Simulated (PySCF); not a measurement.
# Ir3 (Ir3): the cost of one run

Computed with PySCF 2.14.0. Level: r2SCAN, Ir def2-SVP with ECP60; scalar-relativistic core potentials, no spin–orbit coupling.

3 further runs of the same task are left out: 2 for a known fault of the program, 1 that didn't finish.

## Step 1: The system as given

3 atoms, charge 0, spin multiplicity 4.

Bond lengths: Ir1–Ir2 2.225 Å, Ir2–Ir3 2.225 Å. Angles: Ir1–Ir2–Ir3 180.0°.

Coordinates:

```csv
atom,x (Å),y (Å),z (Å)
Ir1,0.0000,0.0000,2.2251
Ir2,0.0000,0.0000,0.0000
Ir3,0.0000,0.0000,-2.2251
```

An earlier session relaxed this geometry at r2SCAN, Ir def2-SVP with ECP60 (quartet, point group D∞h).

Its energy there is -313.066288 Eh.

## Step 2: Multiplicity 2 at the relaxed geometry

Contents of run.py (the lines that set the calculation):

```python
mol = gto.M(atom='''
Ir     0.00000     0.00000     2.22511
Ir     0.00000     0.00000     0.00000
Ir     0.00000     0.00000    -2.22511''',
    basis={'Ir': 'def2-SVP'},
    ecp={'Ir': 'def2-SVP'},
    charge=0, spin=1)
mf = dft.UKS(mol, xc='R2SCAN')
mf.grids.atom_grid = (50, 194)
mf = mf.density_fit()  # fitting sets: Ir def2-universal-JKFIT
mf.conv_tol = 1e-08; mf.max_cycle = 55
mf.kernel(dm0)  # dm0: free metal ions and neutral atoms
```

On the command line:

```sh
$ OMP_NUM_THREADS=2 python run.py
```

**Question.** How long does this run take on 2 threads of Intel Xeon 6975P-C (Granite Rapids), shared host?

About 3.1 s.
